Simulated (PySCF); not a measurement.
# BiH4S4 (Bi(SH)4-): the cost of one run

The runs use PySCF 2.14.0; several levels, as the steps say, no spin–orbit coupling.

1 further run of the same task is left out (for a known fault of the program).

## 1. The starting structure

9 atoms, charge -1, spin multiplicity 1.

Bond lengths: Bi1–S2 2.796 Å, Bi1–S4 2.796 Å, Bi1–S6 2.577 Å, Bi1–S8 2.577 Å, S2–H3 1.351 Å, S4–H5 1.351 Å, S6–H7 1.356 Å, S8–H9 1.356 Å. Angles: S2–Bi1–S4 170.1°, S2–Bi1–S6 86.4°, S2–Bi1–S8 87.5°, S4–Bi1–S6 87.5°, S4–Bi1–S8 86.4°, S6–Bi1–S8 104.0°, Bi1–S2–H3 93.0°, Bi1–S4–H5 93.0°, Bi1–S6–H7 87.8°, Bi1–S8–H9 87.8°.

Geometry (Å):

| atom | x (Å) | y (Å) | z (Å) |
| --- | --- | --- | --- |
| Bi1 | 0.0000 | 0.0000 | 0.9569 |
| S2 | 2.0802 | 1.8524 | 0.7145 |
| H3 | 2.5392 | 1.2938 | -0.4272 |
| S4 | -2.0802 | -1.8524 | 0.7145 |
| H5 | -2.5392 | -1.2938 | -0.4272 |
| S6 | 1.3687 | -1.4998 | -0.6298 |
| H7 | 0.2963 | -2.3282 | -0.6874 |
| S8 | -1.3687 | 1.4998 | -0.6298 |
| H9 | -0.2963 | 2.3282 | -0.6874 |

Formal oxidation states: Bi +3. An earlier session relaxed this geometry at PBE0, Bi def2-SVP with ECP60, S def2-SVP, H def2-SVP (singlet, point group C2).

At PBE0 on the finer grid: E = -1808.909485 Eh, HOMO -2.01 eV, LUMO 2.43 eV, Mulliken charge on Bi1 +0.62 e, largest force component 0.019 eV/Å. 

Levels to run: PBE; TPSSh; PBE0, TZVP. Hardware: 2 threads of Arm Neoverse V1, shared host.

## 2. PBE

run.py (the lines that set the calculation) reads:

```python
mol = gto.M(atom='''
Bi     0.00000     0.00000     0.95691
S      2.08025     1.85244     0.71450
H      2.53920     1.29385    -0.42718
S     -2.08025    -1.85244     0.71450
H     -2.53920    -1.29385    -0.42718
S      1.36867    -1.49977    -0.62981
H      0.29634    -2.32821    -0.68739
S     -1.36867     1.49977    -0.62981
H     -0.29634     2.32821    -0.68739''',
    basis={'Bi': 'def2-SVP', 'S': 'def2-SVP', 'H': 'def2-SVP'},
    ecp={'Bi': 'def2-SVP'},
    charge=-1, spin=0)
mf = dft.RKS(mol, xc='PBE')
mf.grids.atom_grid = (75, 302)
mf = mf.density_fit()  # fitting sets: Bi def2-universal-JKFIT, S def2-universal-JKFIT, H def2-universal-JKFIT
mf.conv_tol = 1e-08; mf.max_cycle = 55
mf.kernel(dm0)  # dm0: the density of the relaxed state
```

The run is started by

```sh
$ OMP_NUM_THREADS=2 python run.py
```

**Question.** How long does this run take on 2 threads of Arm Neoverse V1, shared host?

About 10 s.
